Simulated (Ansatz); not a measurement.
# Sn3C: the cell at several levels of theory, part 2 of 2

The system is Sn3C, ordered on the diamond lattice (P-4m2) with 4 atoms a cell, a generated structure that needn't be the ground state.

Ansatz 0.2.0, plane waves.

## (3) r2SCAN: cell and atoms

It starts from the cell of step 2.

File input.yaml:

```yaml
crystal:
  lattice:
    - [3.8919530267, 0.0, 0.0]
    - [0.0, 3.8919530267, 0.0]
    - [0.0, 0.0, 6.7131440078]
  atoms:
    - { symbol: C, position: [0.0, 0.0, 0.0] }
    - { symbol: Sn, position: [0.0, 0.5, 0.177574083] }
    - { symbol: Sn, position: [0.5, 0.5, 0.5] }
    - { symbol: Sn, position: [0.5, 0.0, 0.822425917] }
kpoints:
  mp_grid: { grid: [6, 6, 4] }
hamiltonian:
  xc: r2scan
scf:
  occupations: { method: fermi_dirac, width: 0.02 }
relax:
  f_tol: 0.005
  cell: {}
```

Run with:

```
$ ansatz run input.yaml --threads 2 --pin off --max-ram 2211MiB --backend cpu --events-out ev --progress --plain --runs-dir out
```

The log of the run:

```text
Warning: RAYON_NUM_THREADS=2 ignored (pool sized by the plan → 2); use --threads N
Engine: ansatz 0.2.0, x86_64-unknown-linux-gnu
Pseudopotentials: kind: paw
Pseudopotential: C, paw, valence charge 4, recommended cutoff 500 eV (meta_gga), C.paw.azcp
Pseudopotential: Sn, paw, valence charge 14, recommended cutoff 500 eV (meta_gga), Sn.paw.azcp
Functional definition: r2SCAN
  parameter k0 = 0.174
  parameter k1 = 0.065
  parameter a1 = 4.9479
  exchange = r2scan_x(k0 = k0, k1 = k1, a1 = a1)
  correlation = r2scan_c
Crystal: 4 atoms, lattice volume = 101.686 Å³
Basis set: ecut = 500 eV, 2545 PW (Γ), exchange–correlation on 120×120×200 points (64 copies of the dense FFT grid, shifted against one another)
Bands: 28, of which v1, the nominal top of the filled ones, is band 23 counted from 1 (22 counted from 0)
Symmetry: 8 space group operations
Space group: P-4m2 (ITA 115), of the structure as read, at distance tolerance 4.7e-5 Å
k-points: 30 of 144 (time reversal used)
Non-local potential: C, projectors of the file, l = 0: 2, l = 1: 2, l = 2: 1
Non-local potential: Sn, projectors of the file, l = 0: 2, l = 1: 2, l = 2: 2, l = 3: 2
PAW form: soft (Blöchl's): semilocal exchange-correlation on the pseudo side does not see the compensation charge
PAW frozen core: C, regenerated for the run's functional (the file was generated under x = pbe(κ = 0.804, μ = 0.2195149727645171), c = pbe(β = 0.06672455060314922))
PAW frozen core: Sn, regenerated for the run's functional (the file was generated under x = pbe(κ = 0.804, μ = 0.2195149727645171), c = pbe(β = 0.06672455060314922))
PAW one-centre angular grid: C, 302 points (default); XC on 239 of its mesh's 2573 points in the sphere
PAW one-centre angular grid: Sn, 590 points (default); XC on 249 of its mesh's 2787 points in the sphere
Initial density: superposition of atomic densities (neutral atoms: chi_scale 0, normalization atom), corrected by the library's trained network
Initial wavefunctions: pseudopotential atomic-orbital guess
Functional: x = r2scan, c = r2scan; τ floored in thin density (d = 2e-4 eV/Å³)
SCF iter   1: F=—  HF=-18364.517062 eV  |F-HF|=—  |Δ(HF+E_count)|=         —  Δρ=7.70e-3  dr2=9.64e-2  dr2_τ=3.25e-2  ethr=1.77e-3  ⟨swp⟩=6.8  Hψ=3978  notcnv=0
preconditioner: auto → LDOS  [metal: Δε(μ)=0.015 eV  Ē_g=19.247 eV  σ=0.020 eV  W_gap=0.18  n_scr=20 (ndim 8)  ℏωp=25.0 eV  f_vac=0.014  D(μ)=2.43/eV (n_scr^D=16)  β→1.0]
SCF iter   2: F=—  HF=-18364.525527 eV  |F-HF|=—  |Δ(HF+E_count)|=   8.46e-3  Δρ=2.50e-3  dr2=7.85e-3  dr2_τ=1.38e-3  ethr=2.10e-4  ⟨swp⟩=3.9  Hψ=1984  notcnv=0  defer=18
SCF iter   3: F=—  HF=-18364.523563 eV  |F-HF|=—  |Δ(HF+E_count)|=   1.96e-3  Δρ=9.99e-4  dr2=1.12e-3  dr2_τ=2.93e-5  ethr=1.71e-5  ⟨swp⟩=2.9  Hψ=1717  notcnv=0  defer=18
SCF iter   4: F=—  HF=-18364.523163 eV  |F-HF|=—  |Δ(HF+E_count)|=   3.99e-4  Δρ=2.29e-4  dr2=2.02e-4  dr2_τ=3.61e-6  ethr=2.43e-6  ⟨swp⟩=2.0  Hψ=1616  notcnv=0  defer=18
SCF iter   5: F=—  HF=-18364.523147 eV  |F-HF|=—  |Δ(HF+E_count)|=   1.69e-5  Δρ=8.24e-5  dr2=1.93e-5  dr2_τ=2.25e-7  ethr=4.38e-7  ⟨swp⟩=2.0  Hψ=928  notcnv=0  defer=18
SCF iter   6: F=—  HF=-18364.523138 eV  |F-HF|=—  |Δ(HF+E_count)|=   8.46e-6  Δρ=3.34e-5  dr2=2.51e-6  dr2_τ=6.01e-8  ethr=4.21e-8  ⟨swp⟩=2.2  Hψ=1460  notcnv=0  defer=18
SCF iter   7: F=—  HF=-18364.523138 eV  |F-HF|=—  |Δ(HF+E_count)|=   2.38e-7  Δρ=1.11e-5  dr2=1.44e-7  dr2_τ=6.30e-9  ethr=5.46e-9  ⟨swp⟩=2.0  Hψ=1512  notcnv=0  defer=18
SCF iter   8: F=-18364.523138 eV  HF=-18364.523138 eV  |F-HF|=1.27e-8  |Δ(HF+E_count)|=   1.90e-7  Δρ=2.98e-6  dr2=1.03e-8  dr2_τ=1.71e-10  ethr=2.17e-10  ⟨swp⟩=5.1  Hψ=2794  notcnv=0
SCF 1 converged in 8 iterations: F = -18364.523138 eV  dr2 = 1.03e-8
relax step   1: F+E_penalty+E_count = -18364.52313810 eV  Δ(F+E_penalty+E_count) = +0.000e0 eV  max|allowed force component| = 1.062e-1 eV/Å  Δτ_max = 0.0000 Å  P = -1.764 GPa  Ω = 101.686 Å³  (8 SCF iters, dr2 threshold 1.00e-7 eV, accepted)
Crystal: 4 atoms, lattice volume = 97.385 Å³
Basis set: ecut = 500 eV, 2435 PW (Γ), exchange–correlation on 120×120×200 points (64 copies of the dense FFT grid, shifted against one another)
Initial density: handed on by an earlier stage of this run
Initial wavefunctions: those handed on with the density
iter 1 solved again at ethr=2.39e-5 eV; its pass at ethr=3.10e-3 eV (dr2=1.10e-2 eV) is discarded
SCF iter   1: F=—  HF=-18364.479705 eV  |F-HF|=—  |Δ(HF+E_count)|=         —  Δρ=2.82e-3  dr2=1.10e-2  dr2_τ=3.24e-2  ethr=2.39e-5  ⟨swp⟩=2.3  Hψ=4804  notcnv=0
automatic band count: iteration 1 solves 27 bands in place of 28: the levels show a gap, and the empty bands left out lie too high to hold charge; the band table lists the bands solved (type scf.n_extra_bands for more)
preconditioner: auto → Kerker (q_TF=auto, 2.408 Å⁻¹)  [metal: Δε(μ)=0.045 eV  Ē_g=18.872 eV  σ=0.020 eV  W_gap=0.47  n_scr=20 (ndim 8)  ℏωp=25.5 eV  f_vac=0.006  D(μ)=2.21/eV (n_scr^D=16)]
SCF iter   2: F=—  HF=-18364.537798 eV  |F-HF|=—  |Δ(HF+E_count)|=   5.81e-2  Δρ=1.77e-3  dr2=3.68e-3  dr2_τ=7.13e-5  ethr=2.39e-5  ⟨swp⟩=9.8  Hψ=3623  notcnv=0  defer=15
automatic band count: iteration 2 solves 28 bands in place of 27: the levels no longer show a gap clear of their residuals, so the SCF keeps every band
SCF iter   3: F=—  HF=-18364.537966 eV  |F-HF|=—  |Δ(HF+E_count)|=   1.68e-4  Δρ=6.03e-4  dr2=4.84e-4  dr2_τ=2.00e-5  ethr=7.99e-6  ⟨swp⟩=2.0  Hψ=1344  notcnv=0  defer=15
SCF iter   4: F=—  HF=-18364.537968 eV  |F-HF|=—  |Δ(HF+E_count)|=   2.34e-6  Δρ=2.94e-4  dr2=1.63e-4  dr2_τ=5.77e-6  ethr=1.05e-6  ⟨swp⟩=2.0  Hψ=1078  notcnv=0  defer=15
SCF iter   5: F=—  HF=-18364.537963 eV  |F-HF|=—  |Δ(HF+E_count)|=   5.14e-6  Δρ=9.27e-5  dr2=1.87e-5  dr2_τ=2.46e-7  ethr=3.54e-7  ⟨swp⟩=2.9  Hψ=1507  notcnv=0  defer=15
SCF iter   6: F=—  HF=-18364.537963 eV  |F-HF|=—  |Δ(HF+E_count)|=   2.40e-7  Δρ=4.24e-5  dr2=2.45e-6  dr2_τ=6.06e-8  ethr=4.07e-8  ⟨swp⟩=2.0  Hψ=1065  notcnv=0  defer=15
SCF iter   7: F=-18364.537964 eV  HF=-18364.537964 eV  |F-HF|=4.21e-8  |Δ(HF+E_count)|=   1.76e-7  Δρ=1.08e-5  dr2=1.97e-7  dr2_τ=7.18e-10  ethr=8.70e-10  ⟨swp⟩=3.9  Hψ=3295  notcnv=0
SCF 2 converged in 7 iterations: F = -18364.537964 eV  dr2 = 1.97e-7
relax step   2: F+E_penalty+E_count = -18364.53796360 eV  Δ(F+E_penalty+E_count) = -1.483e-2 eV  max|allowed force component| = 2.170e-1 eV/Å  Δτ_max = 0.0268 Å  P = +0.862 GPa  Ω = 97.385 Å³  energy of the carried Pulay correction = +1.984e-4 eV  (7 SCF iters, dr2 threshold 4.00e-7 eV, accepted)
Crystal: 4 atoms, lattice volume = 98.698 Å³
Basis set: ecut = 500 eV, 2479 PW (Γ), exchange–correlation on 120×120×200 points (64 copies of the dense FFT grid, shifted against one another)
iter 1 solved again at ethr=3.05e-6 eV; its pass at ethr=3.10e-3 eV (dr2=1.40e-3 eV) is discarded
SCF iter   1: F=—  HF=-18364.524750 eV  |F-HF|=—  |Δ(HF+E_count)|=         —  Δρ=1.36e-3  dr2=1.40e-3  dr2_τ=1.31e-2  ethr=3.05e-6  ⟨swp⟩=2.7  Hψ=5221  notcnv=0
preconditioner: auto → LDOS  [metal: Δε(μ)=0.021 eV  Ē_g=19.308 eV  σ=0.020 eV  W_gap=0.25  n_scr=20 (ndim 8)  ℏωp=25.4 eV  f_vac=0.013  D(μ)=2.32/eV (n_scr^D=16)  β→1.0]
SCF iter   2: F=—  HF=-18364.545592 eV  |F-HF|=—  |Δ(HF+E_count)|=   2.08e-2  Δρ=1.07e-3  dr2=1.56e-3  dr2_τ=4.94e-5  ethr=3.05e-6  ⟨swp⟩=3.0  Hψ=2028  notcnv=0
SCF iter   3: F=—  HF=-18364.545132 eV  |F-HF|=—  |Δ(HF+E_count)|=   4.60e-4  Δρ=3.78e-4  dr2=1.50e-4  dr2_τ=2.23e-6  ethr=3.05e-6  ⟨swp⟩=2.0  Hψ=1624  notcnv=0
SCF iter   4: F=—  HF=-18364.545177 eV  |F-HF|=—  |Δ(HF+E_count)|=   4.47e-5  Δρ=1.78e-4  dr2=5.39e-5  dr2_τ=7.36e-7  ethr=3.25e-7  ⟨swp⟩=2.0  Hψ=1435  notcnv=0
SCF iter   5: F=—  HF=-18364.545177 eV  |F-HF|=—  |Δ(HF+E_count)|=   5.49e-7  Δρ=6.38e-5  dr2=9.87e-6  dr2_τ=4.87e-8  ethr=1.17e-7  ⟨swp⟩=2.8  Hψ=1507  notcnv=0
SCF iter   6: F=—  HF=-18364.545178 eV  |F-HF|=—  |Δ(HF+E_count)|=   3.92e-7  Δρ=2.31e-5  dr2=1.36e-6  dr2_τ=4.19e-9  ethr=2.15e-8  ⟨swp⟩=3.0  Hψ=1539  notcnv=0
SCF iter   7: F=-18364.545178 eV  HF=-18364.545178 eV  |F-HF|=2.83e-8  |Δ(HF+E_count)|=   2.61e-7  Δρ=5.65e-6  dr2=4.81e-8  dr2_τ=1.08e-9  ethr=8.70e-10  ⟨swp⟩=5.2  Hψ=3010  notcnv=0
SCF 3 converged in 7 iterations: F = -18364.545178 eV  dr2 = 4.81e-8
relax step   3: F+E_penalty+E_count = -18364.54517758 eV  Δ(F+E_penalty+E_count) = -7.214e-3 eV  max|allowed force component| = 5.796e-2 eV/Å  Δτ_max = 0.0234 Å  P = +0.018 GPa  Ω = 98.698 Å³  energy of the carried Pulay correction = +1.369e-4 eV  (7 SCF iters, dr2 threshold 4.00e-7 eV, accepted)
Crystal: 4 atoms, lattice volume = 98.755 Å³
iter 1 solved again at ethr=1.21e-7 eV; its pass at ethr=3.10e-3 eV (dr2=5.55e-5 eV) is discarded
SCF iter   1: F=—  HF=-18364.544763 eV  |F-HF|=—  |Δ(HF+E_count)|=         —  Δρ=2.93e-4  dr2=5.72e-5  dr2_τ=5.17e-4  ethr=1.21e-7  ⟨swp⟩=2.2  Hψ=4140  notcnv=0
preconditioner: auto → LDOS  [metal: Δε(μ)=0.029 eV  Ē_g=19.304 eV  σ=0.020 eV  W_gap=0.33  n_scr=20 (ndim 8)  ℏωp=25.3 eV  f_vac=0.011  D(μ)=2.37/eV (n_scr^D=16)  β→1.0]
SCF iter   2: F=—  HF=-18364.545468 eV  |F-HF|=—  |Δ(HF+E_count)|=   7.06e-4  Δρ=2.01e-4  dr2=5.80e-5  dr2_τ=1.22e-6  ethr=1.21e-7  ⟨swp⟩=3.0  Hψ=1685  notcnv=0
SCF iter   3: F=—  HF=-18364.545452 eV  |F-HF|=—  |Δ(HF+E_count)|=   1.59e-5  Δρ=7.17e-5  dr2=4.44e-6  dr2_τ=1.55e-7  ethr=1.21e-7  ⟨swp⟩=2.0  Hψ=1518  notcnv=0
SCF iter   4: F=—  HF=-18364.545454 eV  |F-HF|=—  |Δ(HF+E_count)|=   1.85e-6  Δρ=2.61e-5  dr2=9.43e-7  dr2_τ=6.74e-8  ethr=9.65e-9  ⟨swp⟩=2.5  Hψ=1417  notcnv=0
SCF iter   5: F=-18364.545454 eV  HF=-18364.545454 eV  |F-HF|=5.20e-10  |Δ(HF+E_count)|=   6.94e-8  Δρ=6.78e-6  dr2=7.08e-8  dr2_τ=1.56e-9  ethr=4.56e-10  ⟨swp⟩=3.5  Hψ=3337  notcnv=0
SCF 4 converged in 5 iterations: F = -18364.545454 eV  dr2 = 7.08e-8
relax step   4: F+E_penalty+E_count = -18364.54545408 eV  Δ(F+E_penalty+E_count) = -2.765e-4 eV  max|allowed force component| = 6.364e-4 eV/Å  Δτ_max = 0.0049 Å  P = -0.011 GPa  Ω = 98.755 Å³  energy of the carried Pulay correction = +1.343e-4 eV  (5 SCF iters, dr2 threshold 2.10e-7 eV, accepted)
Basis set: ecut = 500 eV, 2479 PW (Γ), exchange–correlation on 120×120×192 points (64 copies of the dense FFT grid, shifted against one another)
Initial wavefunctions: pseudopotential atomic-orbital guess (no wavefunctions were taken with the density)
iter 1 solved again at ethr=3.23e-7 eV; its pass at ethr=3.10e-3 eV (dr2=1.49e-4 eV) is discarded
SCF iter   1: F=—  HF=-18364.545333 eV  |F-HF|=—  |Δ(HF+E_count)|=         —  Δρ=1.56e-5  dr2=8.67e-8  dr2_τ=6.89e-8  ethr=3.23e-7  ⟨swp⟩=3.0  Hψ=5977  notcnv=0
eigensolver tolerance schedule: the retry pair's looser diagonalisation over-reported the residual by 1712.45 of it (diagonalisation noise at 0.22 of the residual, at the tolerance the schedule requests for it); recorded, not acted on — ethr = c·dr2/N_el stays at c = 1.0e-1
preconditioner: auto → LDOS  [metal: Δε(μ)=0.029 eV  Ē_g=19.303 eV  σ=0.020 eV  W_gap=0.34  n_scr=20 (ndim 8)  ℏωp=25.3 eV  f_vac=0.012  D(μ)=2.33/eV (n_scr^D=16)  β→1.0]
SCF iter   2: F=—  HF=-18364.545335 eV  |F-HF|=—  |Δ(HF+E_count)|=   2.13e-6  Δρ=3.84e-6  dr2=2.07e-8  dr2_τ=1.28e-9  ethr=1.89e-10  ⟨swp⟩=3.0  Hψ=1699  notcnv=0
SCF iter   3: F=—  HF=-18364.545335 eV  |F-HF|=—  |Δ(HF+E_count)|=   1.26e-9  Δρ=2.26e-6  dr2=8.81e-9  dr2_τ=1.50e-10  ethr=4.50e-11  ⟨swp⟩=2.0  Hψ=1530  notcnv=0
SCF iter   4: F=—  HF=-18364.545335 eV  |F-HF|=—  |Δ(HF+E_count)|=  3.27e-10  Δρ=7.66e-7  dr2=1.21e-9  dr2_τ=4.29e-11  ethr=1.92e-11  ⟨swp⟩=2.0  Hψ=1524  notcnv=0
SCF iter   5: F=—  HF=-18364.545335 eV  |F-HF|=—  |Δ(HF+E_count)|=  2.26e-10  Δρ=2.39e-7  dr2=1.92e-10  dr2_τ=7.77e-12  ethr=2.62e-12  ⟨swp⟩=2.4  Hψ=1281  notcnv=0
SCF iter   6: F=-18364.545335 eV  HF=-18364.545335 eV  |F-HF|=7.28e-12  |Δ(HF+E_count)|=  2.18e-11  Δρ=9.12e-8  dr2=6.75e-12  dr2_τ=1.54e-13  ethr=1.00e-12  ⟨swp⟩=3.8  Hψ=3456  notcnv=0
SCF 5 converged in 6 iterations: F = -18364.545335 eV  dr2 = 6.75e-12
relax step   5: F+E_penalty+E_count = -18364.54533509 eV  Δ(F+E_penalty+E_count) = +1.190e-4 eV  max|allowed force component| = 5.486e-4 eV/Å  Δτ_max = 0.0000 Å  P = -0.012 GPa  Ω = 98.755 Å³  stress off target by 1.42e-2 GPa  SCF on the basis re-selected at this cell (its energy is not comparable with the rows above)  (6 SCF iters)
basis re-selected at this cell: Δ(F+E_penalty+E_count) = +1.190e-4 eV, ΔP = -0.001 GPa vs the last step (what re-selecting the basis moved, of the pressure what is left beyond the Pulay correction that the steps carried, after the strain that the cell walked since its last selection, with what the two solves' SCF thresholds leave and, on support functions, any second-order correction that the steps lacked; it is no measure of the basis error at this ecutwfc). The dense FFT grid was sized anew with the basis: this SCF ran on 30×30×48 points, the steps before it on 30×30×50, so part of this shift can come from that change (see relax.cell in the input reference). This SCF's stress stands 1.42e-2 GPa from its target on what of the cell is left free (relax.cell.stress_tol is 5.00e-2 GPa) and its largest allowed force component is 5.49e-4 eV/Å (relax.f_tol is 5.00e-3 eV/Å): within both
SCF converged after 6 iterations
Free energy (F): -18364.545335 eV
Harris-Foulkes:  -18364.545335 eV  (|F-HF|=7.28e-12)
Internal energy: -18364.542530 eV  (E = F + TS)
E sigma→0 (E₀):  -18364.543933 eV
Entropy (-TS):   -0.002805 eV (-0.701 meV/atom)
Fermi energy:    9.610246 eV
--- Per-component energies (eV) ---
  E_band       = -334.121893
  E_kinetic    = 643.011450
  E_local      = -3084.067357  (includes V_loc(G=0)·N_el)
  E_nonlocal   = -70.374463
  E_hartree    = 1816.623314
  E_xc         = -1168.129867
  E_vxc        = -374.465331  (∫ρ·V_xc dr)
  E_paw        = -12582.522307  (= ΣΔE_a)
  E_vpaw       = -1104.579929  (= ΣTr[D̂ρ^β])
  E_aug_tail   = 0.000002  (compensation charges beyond the density's cutoff)
  E_vtau       = 23.107030  (kinetic-family band-sum trace: ∫τ·v_τ [+ j·A + Jᵃ·Aᵃ] dr)
  E_ewald      = -3921.264489
  E_core_change = 2.181186  (= ΣΔE_core)
  E_smearing   = -0.002805  (= −TS)
  E_closure    = 0.000000  (closes the sum)
  Σ components = -18364.545335   (vs F -18364.545335, Δ=0.00e0)
--- Forces (eV/Å), atoms counted from 1 ---
  atom   1  C     -0.00000000    -0.00000000    -0.00000000
  atom   2  Sn     0.00000000     0.00000000    -0.00054857
  atom   3  Sn     0.00000000     0.00000000     0.00000000
  atom   4  Sn     0.00000000     0.00000000     0.00054857
  max |Σ_I F_I| component: 7.20e-17 eV/Å
--- Stress (GPa, compression-positive) ---
       -0.010488      -0.000000      -0.000000
       -0.000000      -0.010488      -0.000000
       -0.000000      -0.000000      -0.014214
  P = ⅓ Tr σ = -0.0117 GPa (-0.117 kbar)
--- Relaxed structure (4 steps of the walk, 4 accepted, 1 SCFs on fresh bases) ---
  F+E_penalty+E_count = -18364.54533509 eV   max|allowed force component| = 5.486e-4 eV/Å   (the final SCF, on the basis selected at the relaxed cell)
  cell:  # Å, volume = 98.7549 Å³
    - [3.8806938732239313, 6.022160077471219e-34, 1.5666637895664535e-18]
    - [6.022160077471219e-34, 3.8806938732239313, -3.5330005787831155e-33]
    - [2.702303845656348e-18, -6.093994840714197e-33, 6.557521253931123]
  atoms:
    - { symbol: C, position: [-6.680464556190498e-33, 1.5835175244303404e-33, -1.2920350538892347e-19] }
    - { symbol: Sn, position: [-5.963392024260279e-20, 0.5, 0.17881970063456273] }
    - { symbol: Sn, position: [0.5, 0.5, 0.5] }
    - { symbol: Sn, position: [0.5, 0.0, 0.8211802993654372] }
```

Wall time 20 s (2 threads of Intel Xeon 6975P-C (Granite Rapids), shared host); peak memory 0.58 GiB.

Ionic steps:

```
step  energy change (meV/atom)  largest force (eV/Å)  pressure (GPa)  volume (Å³/atom)
   1                       0.0                0.1062           -1.76            25.421
   2                      -3.7                0.2170            0.86            24.346
   3                      -5.5                0.0580            0.02            24.674
   4                      -5.6                0.0006           -0.01            24.689
   5                      -5.5                0.0005           -0.01            24.689
```

The table lists every geometry solved, with passes on a fresh basis, whose energies don't compare exactly with the rows above.

|  | before | after | change |
| --- | --- | --- | --- |
| a (Å) | 3.892 | 3.881 | -0.29 % |
| c (Å) | 6.713 | 6.558 | -2.32 % |
| volume (Å³/atom) | 25.421 | 24.689 | -2.88 % |
| shortest distance (Å) | 2.282 | 2.267 | -0.65 % |
| space group | P-4m2 | P-4m2 | same |

## (4) The cells side by side

This closing draws on all 2 parts.

| level | a (Å) | c (Å) | volume (Å³/atom) | space group | SCF geometries |
| --- | --- | --- | --- | --- | --- |
| PBE | 3.892 | 6.713 | 25.421 | P-4m2 | 12 |
| r2SCAN | 3.881 | 6.558 | 24.689 | P-4m2 | 5 |

In words: The first relaxation changed the volume by +10.2 % from the start. The volume runs from r2SCAN (least) to PBE (most), a spread of 3.0 %, or 1.0 % in length if all axes shared it alike.
